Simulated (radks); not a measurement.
# The Coulomb parameter U of the 5d shell of Au

Aim: U as the second difference [E(n + 0.25) + E(n − 0.25) − 2E(n)]/0.25², with all orbitals relaxed. Bare: the atom's charge changes with n. Screened: the 6s shell takes up the change. The start is a model configuration, not necessarily the ground state.

The numbers are computed with radks (a radial shooting solver on a logarithmic mesh, Libxc functionals) version 1 (Dirac Kohn-Sham, PBE, spin-unpolarised, spherical densities, point nucleus; open shells are shared between the two j in proportion to 2j + 1), except any that are marked as measured or tabulated.

### 1 The system

```
element       : gold (Z = 79)
charge        : 0
electrons     : 79
configuration : [Xe] 4f14 5d9.5 6s1.5
```

### 2 Start: [Xe] 4f14 5d9.5 6s1.5

Input:

```text
Z 79
configuration [Xe] 4f14 5d9.5 6s1.5
relativity Dirac
functional pbe,pbe
spin unpolarised
j_filling average
nucleus point
c 137.035999084
```

### 3 Bare +0.25: [Xe] 4f14 5d9.75 6s1.5

Input:

```text
Z 79
configuration [Xe] 4f14 5d9.75 6s1.5
relativity Dirac
functional pbe,pbe
spin unpolarised
j_filling average
nucleus point
c 137.035999084
```

### 4 Bare -0.25: [Xe] 4f14 5d9.25 6s1.5

Input:

```text
Z 79
configuration [Xe] 4f14 5d9.25 6s1.5
relativity Dirac
functional pbe,pbe
spin unpolarised
j_filling average
nucleus point
c 137.035999084
```

### 5 Screened +0.25: [Xe] 4f14 5d9.75 6s1.25

Input:

```text
Z 79
configuration [Xe] 4f14 5d9.75 6s1.25
relativity Dirac
functional pbe,pbe
spin unpolarised
j_filling average
nucleus point
c 137.035999084
```

### 6 Screened -0.25: [Xe] 4f14 5d9.25 6s1.75

Input:

```text
Z 79
configuration [Xe] 4f14 5d9.25 6s1.75
relativity Dirac
functional pbe,pbe
spin unpolarised
j_filling average
nucleus point
c 137.035999084
```

**Question.** What will these runs give?

The runs gave:

```tsv
quantity	value (eV)
U, bare	10.045
U, screened by 6s	1.164
```

**Reading.** Letting 6s compensate leaves 12 % of the bare value; this second difference measures U(5d,5d) + U(6s,6s) − 2U(5d,6s). The step up makes a negative ion, whose loosely bound charge lowers the bare value. A solid screens further than the bare atom, so the bare value is an upper guide for the U of a crystal.
